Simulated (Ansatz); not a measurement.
## CsPdO3, space group Pm-3m: cell relaxations under several functionals, step by step

Program: the Ansatz DFT code, driven from Python.

`cspdo3.xyz`
```text
5
Lattice="4.199705 0.0 0.0 0.0 4.199705 0.0 0.0 0.0 4.199705" Properties=species:S:1:pos:R:3 pbc="T T T"
Cs    0.00000000    0.00000000    0.00000000
Pd    2.09985250    2.09985250    2.09985250
O     2.09985250    2.09985250    0.00000000
O     2.09985250    0.00000000    2.09985250
O     0.00000000    2.09985250    2.09985250
```

Run as a notebook:

```python
from dataclasses import dataclass

import ansatz as az
import numpy as np
```

```python
@dataclass(frozen=True)
class RunConfig:
    kmesh: tuple[int, ...] = (6, 6, 6)
    smearing: str = 'fermi_dirac'
```

```python
cfg = RunConfig()

def edges_and_angles(cell):
    cell = np.asarray(cell)
    a, b, c = np.linalg.norm(cell, axis=1)
    cosines = cell[1] @ cell[2] / (b * c), cell[0] @ cell[2] / (a * c), cell[0] @ cell[1] / (a * b)
    return (a, b, c, *np.degrees(np.arccos(cosines)))

structure = az.Crystal.from_extxyz('cspdo3.xyz')

len(structure.resolved().sites)
```

    5

```python
setup = (
    structure.calculation()
    .kpoints(mesh=cfg.kmesh)
    .occupations(cfg.smearing, width=100 * az.meV)  # fractional filling near the Fermi level
    .relax(cell=True)
)

levels = [('blyp', 'd3bj'), ('pbesol', 'd3bj'), ('pbesol', 'none')]
print('level            a       b       c    alpha   beta  gamma  V/atom  steps')
for name, dispersion in levels:
    seen = []
    run = setup.functional(name, dispersion=dispersion).session().plan()
    done = run.execute(on_event=lambda e: seen.append(e) if e['event'] == 'relax_step' else None)
    cell = done.lattice.cell_ang
    label = name if dispersion == 'none' else f'{name}+{dispersion}'
    print('{:13s} {:7.4f} {:7.4f} {:7.4f} {:6.2f} {:6.2f} {:6.2f}'.format(label, *edges_and_angles(cell)), f'{abs(np.linalg.det(cell)) / len(done.lattice.sites):7.3f} {len(seen):5d}')
```

    level            a       b       c    alpha   beta  gamma  V/atom  steps
    DeckWarning: basis.ecutwfc = 420 eV, auto-derived from the records' recommended cutoffs: set by Cs (normal level)
    blyp+d3bj      4.1571  4.1571  4.1571  90.00  90.00  90.00  14.368     6
    pbesol+d3bj    4.0388  4.0388  4.0388  90.00  90.00  90.00  13.177     7
    pbesol         4.0691  4.0691  4.0691  90.00  90.00  90.00  13.475     7

From smallest to largest: PBEsol+D3BJ (13.18 Å³ an atom, -11.1 % against the start), PBEsol (13.48 Å³ an atom, -9.0 % against the start) and BLYP+D3BJ (14.37 Å³ an atom, -3.0 % against the start). The spread is 9.0 % in volume.

What to keep in mind:
- The cell holds an odd number of electrons and is run without spin, so a magnetic state may lie lower.
- Forces vanish by symmetry, so the ions can't move, and the end may be a saddle.
- BLYP and dispersion corrections can be off by several per cent in the lattices of metals, and by several GPa in the pressure at a fixed cell.
- For a metal this k-point mesh is coarse: on a finer one energies can move by several to tens of meV an atom and pressures by half a GPa or more, differences at one mesh by less.
- This cell is a computed structure, which may not be the phase found in nature.
- Warnings are shown shortened and without file and line.
- Finished in 51 s on 1 thread of Arm Neoverse V1, with other jobs on the host, peak memory 0.46 GiB.
